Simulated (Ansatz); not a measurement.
# C2HClFIn: from a rough start to a minimum

The task is to find a stationary geometry of C2HClFIn, then compute its harmonic vibrations to see whether it is a minimum and to get the zero-point energy and entropy.

Program: Ansatz 0.2.0, Gaussian basis. Level of theory: RKS PBE0-D4/def2-TZVP. These are calculated values, not measurements.

Plan: relaxation at PBE0-D4/def2-TZVP; harmonic vibrations at the same level.

1 further run of the same task is left out (set aside as unsound or not needed).

## 1. The system as given

SMILES `C#[C][In]([F])[Cl]`, 6 atoms, charge 0, spin multiplicity 1.

Atoms are counted from 1 here; the program's logs count them from 0.

Bond lengths: C1–C2 1.201 Å, C1–H6 1.056 Å, C2–In3 2.132 Å, In3–F4 1.963 Å, In3–Cl5 2.283 Å. Angles: C2–C1–H6 179.7°, C1–C2–In3 178.4°, C2–In3–F4 111.6°, C2–In3–Cl5 136.2°, F4–In3–Cl5 112.2°.

The start is a GFN2-xTB geometry. In takes the def2 core potential; no spin-orbit term is included.

## 2. Geometry optimisation, PBE0-D4/def2-TZVP

in.yaml reads:

```yaml
crystal:
  periodic: [false, false, false]
  atoms:
    - {symbol: C, position_ang: [1.089180, 0.305370, 1.752270]}
    - {symbol: C, position_ang: [0.480970, 0.170090, 0.726020]}
    - {symbol: In, position_ang: [-0.624940, -0.120300, -1.073570]}
    - {symbol: F, position_ang: [-1.689570, -1.767890, -1.009780]}
    - {symbol: Cl, position_ang: [-0.880980, 0.994270, -3.050030]}
    - {symbol: H, position_ang: [1.625350, 0.418460, 2.655080]}
basis:
  gaussian: {orbitals: def2-TZVP}
hamiltonian: {xc: pbe0, dispersion: d4}
relax: {f_tol: 0.005, max_steps: 150}
```

Launch:

```
$ ansatz run in.yaml --threads 2 --pin off --events-out ev --progress --plain --max-ram 32768MiB --backend cpu
```

After this run come: Harmonic vibrations.

**Question.** What will the summary of the whole plan be? Wanted: point group; shift from the start; total energy; dispersion term; dipole moment; lowest, highest wavenumber; zero-point energy.

The runs gave:

| quantity | value |
| --- | --- |
| point group | Cs |
| steps | 8 |
| shift from the start (rms) | 0.141 Å |
| total energy | -22497.0085 eV |
| dispersion term | -118 meV |
| dipole moment | 3.24 D |
| lowest, highest wavenumber | 69, 3458 cm⁻¹ |
| zero-point energy | 55.4 kJ/mol |
| entropy at 298.15 K | 365.4 J/(mol K) |

What this shows: The relaxed geometry lies 0.14 Å (rms) from the start; the bond that changed most is C2–In3, from 2.132 to 2.048 Å. All wavenumbers are real, so the end point is a minimum. The stiffest mode, 3458 cm⁻¹, is a C–H stretch, and 3 modes under 200 cm⁻¹ make the vibrational entropy uncertain. Harmonic hybrid wavenumbers usually lie a few per cent above measured fundamentals. The largest Mulliken charge, +0.97 e, sits on In3.
